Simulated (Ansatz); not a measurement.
# ZrCu5: properties at the relaxed cell

The task here is to estimate one member of a computed series from the others.

The COD entry's cell or inner coordinates are ideal or old and differ from later refinements, so a difference from it is no clean test against experiment.

Method: DFT r2SCAN, scalar-relativistic, plane waves, PAW, in Ansatz 0.2.0.

1 further run of the same task is left out (set aside as unsound or not needed). Runs told in other sessions of the task aren't counted.

**The starting structure**

It takes space group F-43m (No. 216, cubic). The conventional cell has a = 6.825 Å, b = 6.825 Å, c = 6.825 Å, α = 90.00°, β = 90.00°, γ = 90.00°. Zr (site symmetry -43m) is surrounded by 16 Cu at 2.83 to 2.96 Å. Cu (site symmetry -43m) is surrounded by 12 Cu at 2.83 Å and 4 Zr at 2.96 Å. Cu (site symmetry 3m) has 9 Cu at 2.40 to 2.83 Å and 3 Zr at 2.83 Å in its first shell of neighbours.

Structure file:

```
Zr Cu
1.0
     0.00000    3.41239    3.41239
     3.41239    0.00000    3.41239
     3.41239    3.41239    0.00000
Zr Cu
1 5
Direct
  0.00000 0.00000 0.00000
  0.75000 0.75000 0.75000
  0.37585 0.87245 0.37585
  0.37585 0.37585 0.87245
  0.37585 0.37585 0.37585
  0.87245 0.37585 0.37585
```

This cell was relaxed beforehand with the same method: volume 13.25 Å³/atom, gap on the mesh none (metal).

The first run:

input.yaml reads:

```yaml
crystal:
  lattice:
    - [0.0, 3.3779153289, 3.3779153289]
    - [3.3779153289, 0.0, 3.3779153289]
    - [3.3779153289, 3.3779153289, 0.0]
  atoms:
    - { symbol: Zr, position: [0.0, 0.0, 0.0] }
    - { symbol: Cu, position: [0.75, 0.75, 0.75] }
    - { symbol: Cu, position: [0.3758511654, 0.8724465038, 0.3758511654] }
    - { symbol: Cu, position: [0.3758511654, 0.3758511654, 0.8724465038] }
    - { symbol: Cu, position: [0.3758511654, 0.3758511654, 0.3758511654] }
    - { symbol: Cu, position: [0.8724465038, 0.3758511654, 0.3758511654] }
basis:
  ecutwfc: 500
kpoints:
  mp_grid: { grid: [10, 10, 10] }
hamiltonian:
  xc: r2scan
scf:
  occupations: { method: gaussian, width: 0.1 }
output:
  forces: true
  stress: true
  eigenvalues: true
relax:
  adjacent_minimum: "off"
  f_tol: 0.01
  max_steps: 30
```

Started as:

```sh
ansatz run input.yaml --threads 1 --pin off --max-ram 2560MiB --backend cpu --events-out ev --progress --plain --runs-dir out
```

Steps of the session up to this table: The cell scaled to 0.97 of its volume; The cell scaled to 1.03 of its volume; Volume × 0.94; The cell scaled to 1.06 of its volume; Volume × 0.91; Point at V/V0 = 1.10.

One of the session's tables, all rows but one given; the rest of the session is left out.

It belongs to the step «Equation of state». 

```
volume (Å³/atom)  energy above the lowest point (meV/atom)  pressure (GPa)
          12.053                                      62.0           18.22
          12.450                                      25.9           11.08
          12.848                                         ?               ?
          13.245                                       0.0           -0.01
          13.642                                       5.5           -4.29
          14.040                                      20.7           -7.88
          14.570                                      53.5          -11.79
```

Q: Estimate the row for volume (Å³/atom) = 12.848 from the others.

Worked estimate for «energy above the lowest point (meV/atom)». A straight line through the neighbours (12.450, 25.9) and (13.245, 0.0) gives 25.9 + (0.0 − 25.9) × (12.848 − 12.450) / (13.245 − 12.450) = 12.9; a parabola fitted to 4 rows on both sides gives 6.0.

**Answer.** energy above the lowest point (meV/atom): 6.1; pressure (GPa): 5.06. In «energy above the lowest point (meV/atom)» the line misses by +6.8 and the parabola by -0.1.

Limits of these values: Warnings in the runs' records: stress scf threshold loose.
